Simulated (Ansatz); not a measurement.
The system is ZnBi3.

```
CELL_PARAMETERS angstrom
-2.52267 2.52267 4.56291
2.52267 -2.52267 4.56291
2.52267 2.52267 -4.56291
ATOMIC_POSITIONS crystal
Bi 0.50000 0.50000 0.00000
Bi 0.25000 0.75000 0.50000
Bi 0.75000 0.25000 0.50000
Zn 0.00000 0.00000 0.00000
```

The cell comes from a database or a generator and needn't be the stable form of this composition.

```yaml
Program: Ansatz 0.2.0
Task: single point
Functional: PBE
Potentials_or_basis: Ansatz PAW
Cutoff: "420 eV (not typed: the program's choice for these potentials)"
k_mesh: 8 × 8 × 8
Occupations: fermi-dirac, width 0.05 eV
Spin: no spin polarisation
```

On this cell: pressure 0.1 GPa; largest force under 0.003 eV/Å; band gap on the k mesh none (metal or under the smearing width).

The same run follows on a disturbed copy (atoms moved at random, drawn with an rms of 0.05 Å):

```
CELL_PARAMETERS angstrom
-2.52267 2.52267 4.56291
2.52267 -2.52267 4.56291
2.52267 2.52267 -4.56291
ATOMIC_POSITIONS crystal
Bi 0.49596 0.50289 0.99794
Bi 0.24749 0.74736 0.49012
Bi 0.73494 0.25174 0.48988
Zn 0.98883 0.99257 0.98019
```

Q: What does the disturbed cell give?

A: The energy (extrapolated to zero smearing) moves by +1.2 meV/atom; pressure 0.2 GPa; largest force 0.105 eV/Å; band gap on the k mesh none (metal or under the smearing width).

Forces on the atoms (eV/Å):
```
Bi  -0.036 -0.023  0.004
Bi   0.072 -0.062 -0.045
Bi  -0.060  0.065  0.039
Zn   0.023  0.020  0.002
```

Stress tensor (GPa, compression positive):
```
 0.11 -0.01 -0.21
-0.01 -0.21 -0.21
-0.21 -0.21  0.57
```

Caveats: spin-orbit coupling is left out, which moves the levels of the heavy elements.
